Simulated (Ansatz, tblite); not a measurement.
# The cluster Li3Sn2: a ladder of methods and basis sets

Aim: run the doublet of the cluster Li3Sn2 at one geometry on many levels, and compare frontier levels, spin and run time.

Computed with Ansatz 0.2.0, Gaussian basis. Level: as each input shows.

The runs, in order: GFN1-xTB, GFN2-xTB, PBE-D4/def2-TZVP, r2SCAN-D4/def2-TZVP, BLYP-D4/def2-TZVP, r2SCANh-D4/def2-TZVP, B97M-V/def2-TZVP, B3LYP-D4/def2-TZVP, B2PLYP/def2-TZVP, PBE+5HF/def2-TZVP, PBE+10HF/def2-TZVP, PBE+15HF/def2-TZVP, PBE+35HF/def2-TZVP, PBE+50HF/def2-TZVP, PBE-D4/def2-SVP, PBE0-D4/def2-SVP, PBE0-D4/def2-TZVPD, PBE-D4/def2-TZVPD, r2SCAN-D4/def2-TZVPD, CCSD(T)/def2-TZVP, RPA/def2-TZVP.

4 further runs of the same task are left out: 4 set aside as unsound or not needed.

**1. The structure**

The doublet was relaxed beforehand with PBE0-D4/def2-TZVP. At that level it is the lowest of the isomers that a small search found.

5 atoms, charge 0, spin multiplicity 2.

Bond lengths: Li1–Li2 3.014 Å, Li1–Sn4 2.798 Å, Li1–Sn5 2.933 Å, Li2–Sn4 2.808 Å, Li2–Sn5 2.925 Å, Li3–Sn4 2.670 Å, Sn4–Sn5 2.703 Å. Angles: Li2–Li1–Sn4 57.6°, Li2–Li1–Sn5 58.9°, Sn4–Li1–Sn5 56.2°, Li1–Li2–Sn4 57.3°, Li1–Li2–Sn5 59.2°, Sn4–Li2–Sn5 56.2°, Li1–Sn4–Li2 65.0°, Li1–Sn4–Li3 74.8°, Li1–Sn4–Sn5 64.4°, Li2–Sn4–Li3 74.4°, Li2–Sn4–Sn5 64.1°, Li3–Sn4–Sn5 130.6°, Li1–Sn5–Li2 61.9°, Li1–Sn5–Sn4 59.4°, Li2–Sn5–Sn4 59.7°.

Sn takes a core potential in the def2 sets. No spin-orbit coupling is included.

PBE0-D4/def2-TZVP was run before; its log isn't repeated, and its numbers join the tables.

**2. GFN1-xTB**

Tight binding, by tblite at 300 K electronic temperature and without a spin-polarisation term:

```python
tblite.interface.Calculator('GFN1-xTB', numbers, positions, charge=0, uhf=1).singlepoint()
```

Energy -167.2161 eV; 0.004 s.

**3. GFN2-xTB**

Tight binding, by tblite at 300 K electronic temperature and without a spin-polarisation term:

```python
tblite.interface.Calculator('GFN2-xTB', numbers, positions, charge=0, uhf=1).singlepoint()
```

Energy -135.9753 eV; 0.004 s.

**4. PBE-D4/def2-TZVP**

start.molden holds the orbitals of an earlier run on this state, given as this run's starting guess.

in.yaml

```yaml
crystal:
  periodic: [false, false, false]
  atoms:
    - {symbol: Li, position_ang: [-0.511881, 0.096058, 1.717101]}
    - {symbol: Li, position_ang: [-1.346026, -0.235908, -1.159877]}
    - {symbol: Li, position_ang: [0.383688, 2.489034, -0.405454]}
    - {symbol: Sn, position_ang: [1.340877, -0.003814, -0.377047]}
    - {symbol: Sn, position_ang: [0.133332, -2.345370, 0.225288]}
basis:
  gaussian: {orbitals: def2-TZVP, initial_orbitals: start.molden}
magnetization: {spin_polarized: true, initial_magnetization: 1}
hamiltonian: {xc: pbe, dispersion: d4}
scf: {omitted_lower_state_checks: [starts]}
output: {forces: true, orbitals: {seedname: orbitals}}
```

Command:

```sh
ansatz run in.yaml --threads 2 --pin off --events-out ev --progress --plain --max-ram 4352MiB
```

After this run come: r2SCAN-D4/def2-TZVP; BLYP-D4/def2-TZVP; r2SCANh-D4/def2-TZVP; B97M-V/def2-TZVP; B3LYP-D4/def2-TZVP; B2PLYP/def2-TZVP; PBE+5HF/def2-TZVP; PBE+10HF/def2-TZVP; PBE+15HF/def2-TZVP; PBE+35HF/def2-TZVP; PBE+50HF/def2-TZVP; PBE-D4/def2-SVP; PBE0-D4/def2-SVP; PBE0-D4/def2-TZVPD; PBE-D4/def2-TZVPD; r2SCAN-D4/def2-TZVPD; CCSD(T)/def2-TZVP; RPA/def2-TZVP.

Before running them: what should the planned runs give, taken together? Wanted: gap in def2-TZVP, named functionals, smallest and largest; gap over the share of exact exchange; correlation energy, CCSD(T)/def2-TZVP; binding an atom, functionals in def2-TZVP; ⟨S²⟩ in def2-TZVP, named functionals, smallest and largest; PBE0 total energy, smallest basis above largest.

The runs gave:

```
                                                  quantity                                 value
 gap in def2-TZVP, named functionals, smallest and largest  0.49 eV (BLYP-D4), 1.70 eV (PBE0-D4)
                      gap over the share of exact exchange         0.59 eV at 0, 2.16 eV at 0.35
                     correlation energy, CCSD(T)/def2-TZVP                             -20.67 eV
                 binding an atom, functionals in def2-TZVP     1.44 (B2PLYP) to 1.56 eV (PBE-D4)
⟨S²⟩ in def2-TZVP, named functionals, smallest and largest                          0.760, 0.896
           PBE0 total energy, smallest basis above largest        0.81 eV (def2-SVP, def2-TZVPD)
```

Orbital gaps of the named functionals in def2-TZVP span 0.49 eV (BLYP-D4) to 1.70 eV (PBE0-D4); exact exchange widens it. Raising the share of exact exchange from 0 to 0.35 moves the HOMO by -0.82 eV and the LUMO by +0.74 eV. Over the named functionals in def2-TZVP spin contamination reaches 0.15 (r2SCANh-D4). Notes on CCSD(T)/def2-TZVP: large T1 diagnostic, spin contamination.
